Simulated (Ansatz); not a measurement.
# SnSe: the cost of one run

All numbers are computed with the Python package of Ansatz 0.2.0. Level of theory: DFT r2SCAN, plane waves, PAW.

### 1 The system

It takes space group Fm-3m (No. 225, cubic). Conventional cell: a = 6.020 Å, b = 6.020 Å, c = 6.020 Å, α = 90.00°, β = 90.00°, γ = 90.00°. Around Sn (site symmetry m-3m) lie 6 Se at 3.01 Å. Se (site symmetry m-3m) is surrounded by 6 Sn at 3.01 Å.

The script holds or builds the structure itself.

### 2 Script

File eos_snse.py:

```python
import warnings

import ansatz
from ase.eos import EquationOfState
from ase.units import GPa
import numpy as np

vectors0 = np.array([
    [0.0, 3.01, 3.01],
    [3.01, 0.0, 3.01],
    [3.01, 3.01, 0.0],
])
sites = [
    ("Sn", (0.0, 0.0, 0.0)),
    ("Se", (0.5, 0.5, 0.5)),
]


def make_crystal(cell):
    crystal = ansatz.Crystal(lattice=ansatz.Lattice.of(cell))
    for symbol, position in sites:
        crystal = crystal.atom(symbol, position)
    return crystal


def main() -> None:
    warnings.simplefilter("ignore", ansatz.DeckWarning)

    volumes, energies = [], []
    for scale in np.linspace(0.95, 1.07, 5):
        cell = vectors0 * scale ** (1 / 3)
        model = (
            make_crystal(cell).calculation()
            .functional(ansatz.Functional.R2SCAN)
            .basis(45 * ansatz.Ry)
            .occupations("fixed")
            .kpoints(6, 6, 6)
        )
        rep = model.run(threads=1, pin="off").report
        volumes.append(abs(np.linalg.det(cell)) / len(sites))
        energies.append(rep["free_energy_ev"] / len(sites))
        print(f"V = {volumes[-1]:8.4f} A^3/atom  F = {energies[-1]:.5f} eV/atom")

    eos = EquationOfState(volumes, energies, eos="murnaghan")
    v0, e0, bulk = eos.fit()
    print(f"V0 = {v0:.4f} A^3/atom, E0 = {e0:.5f} eV/atom, B = {bulk / GPa:.1f} GPa")
    eos.plot("eos.png")


if __name__ == "__main__":
    main()
```

### 3 The input behind the calls

The package turns the script's settings into the engine's input (first run):

```yaml
crystal:
  lattice:
    - [0.0, 2.958973193199591, 2.958973193199591]
    - [2.958973193199591, 0.0, 2.958973193199591]
    - [2.958973193199591, 2.958973193199591, 0.0]
  atoms:
    - { symbol: Sn, position: [0.0, 0.0, 0.0] }
    - { symbol: Se, position: [0.5, 0.5, 0.5] }
basis:
  ecutwfc: 612.25619053473
kpoints:
  mp_grid:
    grid: [6, 6, 6]
hamiltonian:
  xc: r2scan
scf:
  occupations:
    method: fixed
```

### 4 The run

Launch:

```
> python eos_snse.py
```

What time and memory should one allow on 1 thread of Arm Neoverse V2, shared host?

About 14 s, with a peak of 0.53 GiB.
